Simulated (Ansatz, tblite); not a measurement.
# CsSnI3 with GFN2-xTB from a Python script

These are simulated results from tblite 0.8.0, not measurements. The cell began as a measured structure and was relaxed with r2SCAN in plane waves (Ansatz 0.2.0). All runs are without spin polarisation.

Space group Pm-3m (No. 221), cubic; a = 6.241 Å in the conventional setting, 48.63 Å³ an atom. Cs is surrounded by 12 I at 4.41 Å; Sn is surrounded by 6 I at 3.12 Å; I is surrounded by 2 Sn at 3.12 Å and 4 Cs at 4.41 Å.

tblite solves periodic systems at the zone centre alone, so the script builds a cluster of 2×2×2 conventional cells (40 atoms), which folds in a coarse mesh of k points.

Input script:

```python
import json
from ase import Atoms
from ase.build import make_supercell
from ase.units import Bohr, GPa, Hartree
from tblite.interface import Calculator

atoms = Atoms(['Cs', 'Sn', 'I', 'I', 'I'],
              cell=[[6.24140017, 0.0, 0.0], [0.0, 6.24140017, 0.0], [0.0, 0.0, 6.24140017]],
              scaled_positions=[[0.0, 0.0, 0.0], [0.5, 0.5, 0.5], [0.0, 0.5, 0.5], [0.5, 0.0, 0.5], [0.5, 0.5, 0.0]],
              pbc=True)
cluster = make_supercell(atoms, [[2, 0, 0], [0, 2, 0], [0, 0, 2]])
calc = Calculator('GFN2-xTB', cluster.numbers, cluster.positions / Bohr, lattice=cluster.cell[:] / Bohr, periodic=cluster.pbc)
calc.set('temperature', 0.02 / Hartree)
calc.set('max-iter', 150)
res = calc.singlepoint()
levels = res.get('orbital-energies') * Hartree
nv = round(res.get('orbital-occupations').sum() / 2)
cells = len(cluster) // len(atoms)
out = {'energy_per_cell': res.get('energy') * Hartree / cells, 'homo': levels[nv - 1], 'lumo': levels[nv],
       'stress': (-res.get('virial') * Hartree / cluster.get_volume() / GPa).tolist(), 'charges': res.get('charges')[:len(atoms)].tolist(), 'electrons': 2 * nv / cells}
json.dump(out, open('results.json', 'w'))
for key, value in out.items():
    print(key, value)
```

Command: `python run.py`. It took 4.6 s on 1 thread of Arm Neoverse N1, with other jobs on the host, peak memory 0.1 GiB.

What it printed:

```
------------------------------------------------------------
  cycle        total energy    energy error   density error
------------------------------------------------------------
      1     -105.9181189411  -1.0596375E+02   3.0883412E-01
      2      52.88793939359   1.5880606E+02   1.1265272E+00
      3     -112.3734363822  -1.6526138E+02   1.9527318E-01
      4     -103.1991743404   9.1742620E+00   2.7042221E-01
      5     -112.1965762107  -8.9974019E+00   6.8205038E-02
      6     -112.5852793353  -3.8870312E-01   3.0941732E-02
      7     -112.6202895239  -3.5010189E-02   1.7154337E-02
      8     -112.6354683848  -1.5178861E-02   7.2445521E-03
      9     -112.6349616228   5.0676204E-04   3.7001707E-03
     10     -112.6361219457  -1.1603229E-03   2.2634652E-03
     11     -112.6361779308  -5.5985063E-05   2.1183697E-03
     12     -112.6364160489  -2.3811813E-04   1.2718463E-03
     13     -112.6364500471  -3.3998181E-05   9.0457749E-04
     14     -112.6364871023  -3.7055192E-05   6.2366789E-04
     15     -112.6365058945  -1.8792225E-05   4.2275469E-04
     16     -112.6365219466  -1.6052069E-05   5.4032782E-05
     17     -112.6365222144  -2.6775403E-07   1.0057357E-05
------------------------------------------------------------

 total:                                   3.323 sec
energy_per_cell -383.1244858021189
homo -10.369281545156777
lumo -6.695041681979942
stress [[2.7210466057409195, 4.6364508541020764e-07, 4.6365248442012036e-07], [4.636450854193859e-07, 2.721046605741357, 4.6365177537344966e-07], [4.6365248441005957e-07, 4.636517753808132e-07, 2.7210466057409914]]
charges [0.4818804024653215, 0.6636136871670322, -0.38184039143271886, -0.3818403914000335, -0.38184039138490705]
electrons 26.0
```

The cycle table is in hartree for the whole cluster, and the lines after it are in eV (the energy for one cell). The printed stress is in GPa and positive in compression, and the pressure is its mean diagonal.

GFN2-xTB gives a gap of 3.67 eV. On the same cell, plane-wave PBE (Ansatz, 4×4×4 k points and the special points) gives a gap of 0.38 eV and r2SCAN a gap of 0.50 eV; on shared hosts these took about 16 and 35 core-seconds on the 5-atom cell, against 4.6 for the script. Spin-orbit coupling, left out in all these runs, can cut or reorder the gap by tenths of an eV, up to about 1 eV with Pb or Bi. xTB was fitted to molecules, so gaps, charges and pressures of solids can be far off, and the gap also depends on the size of the cluster.

The same script was run on cells scaled at fixed shape and fractional coordinates:

```
volume (Å³/atom)  energy (meV/atom)  pressure (GPa, positive in compression)  gap (eV)
           42.79              174.2                                     6.27      2.93
           45.71               63.5                                     4.25      3.37
           48.63                0.0                                     2.72      3.67
           51.54              -38.1                                     1.52      3.88
           54.46              -56.8                                     0.56      4.02
```

The minimum lies beyond the largest of these volumes.

xTB was fitted mostly to molecules, and a small cluster samples few k points, so gaps, pressures and kinks along a curve can be far from a solid's.

Spin-orbit coupling is left out, which matters wherever the heavy atoms make up the band edges.
